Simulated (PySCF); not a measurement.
**SiOCl2: singlet, from a T-shaped (ligand arrangement 2) start**

Aim: relax SiOCl2 as a singlet from a T-shaped (ligand arrangement 2) start, check by its vibrations whether the end is a minimum, and collect its spectrum and constants.

The runs use PySCF 2.14.0; PBE0, basis Si def2-TZVP, O def2-TZVP, Cl def2-TZVP, no relativity, density fitting.

## Step 1: The starting structure

4 atoms, charge 0, spin multiplicity 1.

Bond lengths: Si1–O2 1.640 Å, Si1–Cl3 2.150 Å, Si1–Cl4 2.150 Å. Angles: O2–Si1–Cl3 88.0°, O2–Si1–Cl4 88.0°, Cl3–Si1–Cl4 176.0°.

Coordinates in bohr (charge 0 multiplicity 1):
```
Si    0.0000    0.0000    0.0000
O     0.0000    0.0000    3.0992
Cl    4.0605    0.0000    0.1417
Cl   -4.0605    0.0000    0.1417
```

## Step 2: The SCF at the typed geometry

One driver script runs all steps and calls PySCF; scf.py shows how it sets up the SCF of each step. The optimiser is the driver's own. After this first run the driver tries any further starts and a stability analysis.

scf.py

```python
from pyscf import gto, scf, dft
mol = gto.M(atom='''
Si     0.000000     0.000000     0.000000
O      0.000000     0.000000     1.640000
Cl     2.148700     0.000000     0.075000
Cl    -2.148700     0.000000     0.075000''',
    basis={'Si': 'def2-TZVP', 'O': 'def2-TZVP', 'Cl': 'def2-TZVP'},
    charge=0, spin=0)
mf = dft.RKS(mol, xc='PBE0')
mf.grids.atom_grid = (50, 194)
aux = {'Si': 'def2-universal-JKFIT', 'O': 'def2-universal-JKFIT', 'Cl': 'def2-universal-JKFIT'}
mf = mf.density_fit(auxbasis=aux)
mf.conv_tol = 1e-08
mf.diis_space = 10
mf.max_cycle = 60
mf.init_guess = 'minao'
mf.verbose = 4
mf.kernel()
```

The run is started by

```console
> OMP_NUM_THREADS=2 python axn.py task.json out
```

Log:

```text
init E= -1284.8804242302
  HOMO = -0.349769547154409  LUMO = -0.202078611587041  gap/eV = 4.01888
cycle= 1 E= -1284.2900864801  delta_E= 0.59  |g|= 1.19  |ddm|= 2.06
  HOMO = -0.117819430906671  LUMO = -0.010087348245159  gap/eV = 2.93154
cycle= 2 E= -1278.68245852206  delta_E= 5.61  |g|= 3.75  |ddm|= 3.73
  HOMO = -0.2716861188755  LUMO = -0.201337027389776  gap/eV = 1.91430
cycle= 3 E= -1284.56895501422  delta_E= -5.89  |g|= 0.468  |ddm|= 3.38
  HOMO = -0.207601566848551  LUMO = -0.201980982429828  gap/eV = 0.15294
cycle= 4 E= -1284.57498925635  delta_E= -0.00603  |g|= 0.483  |ddm|= 0.79
  HOMO = -0.248234215636164  LUMO = -0.22099333388975  gap/eV = 0.74126
cycle= 5 E= -1284.63593006419  delta_E= -0.0609  |g|= 0.0668  |ddm|= 0.434
  HOMO = -0.249081698095607  LUMO = -0.212485932818316  gap/eV = 0.99582
cycle= 6 E= -1284.63700419062  delta_E= -0.00107  |g|= 0.0327  |ddm|= 0.063
  HOMO = -0.251961345662936  LUMO = -0.212359257165259  gap/eV = 1.07763
cycle= 7 E= -1284.6372207899  delta_E= -0.000217  |g|= 0.00837  |ddm|= 0.0181
  HOMO = -0.252798915697048  LUMO = -0.212203065281536  gap/eV = 1.10467
cycle= 8 E= -1284.63723684516  delta_E= -1.61e-05  |g|= 0.00181  |ddm|= 0.00702
  HOMO = -0.252842060829042  LUMO = -0.212080291510518  gap/eV = 1.10918
cycle= 9 E= -1284.63723760497  delta_E= -7.6e-07  |g|= 0.000347  |ddm|= 0.00187
  HOMO = -0.252889976188471  LUMO = -0.212113451998938  gap/eV = 1.10959
cycle= 10 E= -1284.63723763564  delta_E= -3.07e-08  |g|= 9.12e-05  |ddm|= 0.000364
  HOMO = -0.252881428210352  LUMO = -0.212115677714556  gap/eV = 1.10929
cycle= 11 E= -1284.63723763765  delta_E= -2e-09  |g|= 6.04e-05  |ddm|= 0.00011
  HOMO = -0.252859146891807  LUMO = -0.212120016013297  gap/eV = 1.10857
Extra cycle  E= -1284.6372376312  delta_E= 6.45e-09  |g|= 0.000187  |ddm|= 0.000148
converged SCF energy = -1284.6372376312
```

This step, with its further starts and checks, took 20 s on 2 threads of Arm Neoverse V1, shared host.

This is not the lowest solution: one lies 2.7 kJ/mol lower, at -1284.63826 Eh, and the relaxation starts from that.

## Step 3: Relaxing the singlet from the T-shaped (ligand arrangement 2) start

The program finds C2v symmetry in the start, which this walk keeps.

scf.py: that of step 2 with these lines changed.

```diff
@@ -3,4 +3,4 @@
-Si     0.000000     0.000000     0.000000
-O      0.000000     0.000000     1.640000
-Cl     2.148700     0.000000     0.075000
-Cl    -2.148700     0.000000     0.075000''',
+Si     0.000000     0.000000    -0.276333
+O      0.000000     0.000000     1.363667
+Cl     2.148700     0.000000    -0.201333
+Cl    -2.148700     0.000000    -0.201333''',
@@ -16 +15,0 @@
-mf.init_guess = 'minao'
```

The optimiser's trace:

```tsv
step	energy (Eh)	change (kJ/mol)	largest symmetric gradient (Eh/bohr)
0	-1284.638260	0.00	0.14615
1	-1284.701219	-165.30	0.04082
2	-1284.746059	-283.03	0.07428
3	-1284.775413	-360.09	0.03267
4	-1284.790422	-399.50	0.00953
5	-1284.791754	-403.00	0.00742
6	-1284.791808	-403.14	0.00338
7	-1284.791823	-403.18	0.00006
```

The walk took 20 s.

After 7 steps and 403.2 kJ/mol it ends at C2v: Si–Cl 2.006 Å (×2), Si–O 1.506 Å; Cl–Si–Cl 108.6°, Cl–Si–O 125.7° (×2).

## Step 4: Is it a minimum? Harmonic modes

On the finer grid the gradient is checked again; gradients at displacements of ±0.02 bohr then give force constants and infrared intensities.

scf.py: that of step 3 with these lines changed.

```diff
@@ -3,4 +3,4 @@
-Si     0.000000     0.000000    -0.276333
-O      0.000000     0.000000     1.363667
-Cl     2.148700     0.000000    -0.201333
-Cl    -2.148700     0.000000    -0.201333''',
+Si     0.000000     0.000000     0.507509
+O      0.000000     0.000000     2.013952
+Cl     1.628823     0.000000    -0.663613
+Cl    -1.628823     0.000000    -0.663613''',
@@ -10 +10 @@
-mf.grids.atom_grid = (50, 194)
+mf.grids.atom_grid = (75, 302)
@@ -13 +13 @@
-mf.conv_tol = 1e-08
+mf.conv_tol = 1e-10
```

This SCF starts from the last density.

Log of the central SCF (cycles and frontier levels):

```text
init E= -1284.79184812035
  HOMO = -0.326972506549631  LUMO = -0.0681196438333674  gap/eV = 7.04375
cycle= 1 E= -1284.79184812031  delta_E= 3.73e-11  |g|= 1.46e-05  |ddm|= 1.56e-05
  HOMO = -0.326974286389253  LUMO = -0.0681181537736686  gap/eV = 7.04383
cycle= 2 E= -1284.7918481202  delta_E= 1.13e-10  |g|= 2.84e-05  |ddm|= 2.61e-05
  HOMO = -0.326972261126567  LUMO = -0.068118823727482  gap/eV = 7.04376
cycle= 3 E= -1284.79184812036  delta_E= -1.6e-10  |g|= 4.43e-06  |ddm|= 1.7e-05
  HOMO = -0.326972812125538  LUMO = -0.0681190089214232  gap/eV = 7.04377
cycle= 4 E= -1284.79184812036  delta_E= -3.64e-12  |g|= 2.9e-08  |ddm|= 2.71e-06
  HOMO = -0.326972810391046  LUMO = -0.0681190060049504  gap/eV = 7.04377
Extra cycle  E= -1284.79184812036  delta_E= -1.14e-12  |g|= 2.73e-08  |ddm|= 3.51e-08
converged SCF energy = -1284.79184812036
```

The whole step took 47 s.

Geometry: C2v; Si–Cl 2.006 Å (×2), Si–O 1.506 Å; Cl–Si–Cl 108.6°, Cl–Si–O 125.7° (×2).

Harmonic modes (main isotopes):

| symmetry | ω (cm⁻¹) | IR (km/mol) | type |
| --- | --- | --- | --- |
| a1 | 200 | 1.3 | bend |
| b2 | 271 | 31.9 | bend |
| b1 | 292 | 37.9 | bend |
| a1 | 506 | 19.0 | stretch |
| b2 | 647 | 237 | mixed |
| a1 | 1286 | 119 | stretch |

No imaginary mode, so this is a minimum.

Properties at this point:

```yaml
Dipole_moment: 3.16 D
Highest_occupied_level: -8.90 eV
Lowest_empty_level: -1.85 eV
Rotational_constants: 0.1639, 0.09085, 0.05845 cm⁻¹
Zero-point_energy: 19.2 kJ/mol
Principal_polarisabilities: 33.5, 50.8, 56.7 bohr³
Atomisation_energy_without_zero-point_energy: 1389 kJ/mol
Principal_traceless_quadrupole_moments_about_the_centre_of_mass: -10.41, 4.53, 5.88 D Å
Entropy_at_298.15_K_and_1_bar: 301.3 J/(mol K)
Heat_capacity_Cp_at_298.15_K: 65.0 J/(mol K)
Enthalpy_at_298.15_K_above_0_K: 14.68 kJ/mol
Rotational_symmetry_number: 2
```

Charges (e) and bond orders:

```
 atom  Mulliken  Löwdin  polar tensor  Mayer order to Si1
  Si1      0.73   -0.48          1.56                   –
   O2     -0.48   -0.19         -0.72                2.19
Cl3,4     -0.13    0.33         -0.42                1.25
```

Mulliken populations on Si1: s 4.89, p 7.63, d 0.65, f 0.10.

## Step 5: Results

```
                                 quantity                                                                   value
                                  minimum                                                            singlet, C2v
                                 geometry  Si–Cl 2.006 Å (×2), Si–O 1.506 Å; Cl–Si–Cl 108.6°, Cl–Si–O 125.7° (×2)
                       wavenumbers (cm⁻¹)             200 (a1), 271 (b2), 292 (b1), 506 (a1), 647 (b2), 1286 (a1)
                            dipole moment                                                                  3.16 D
     highest occupied, lowest empty level                                                         -8.90, -1.85 eV
               polar-tensor charge of Si1                                                                 +1.56 e
                        zero-point energy                                                             19.2 kJ/mol
                      entropy at 298.15 K                                                         301.3 J/(mol K)
atomisation energy (no zero-point energy)                                                             1389 kJ/mol
```

**Reading.** The molecule stays C2v, as typed, and the end point is a minimum. In the infrared the band at 647 cm⁻¹ (b2, mixed) leads. The first SCF alone would have been 3 kJ/mol too high. Other starts or spin states, not run here, may lie lower.

The search up to here took 88 s.
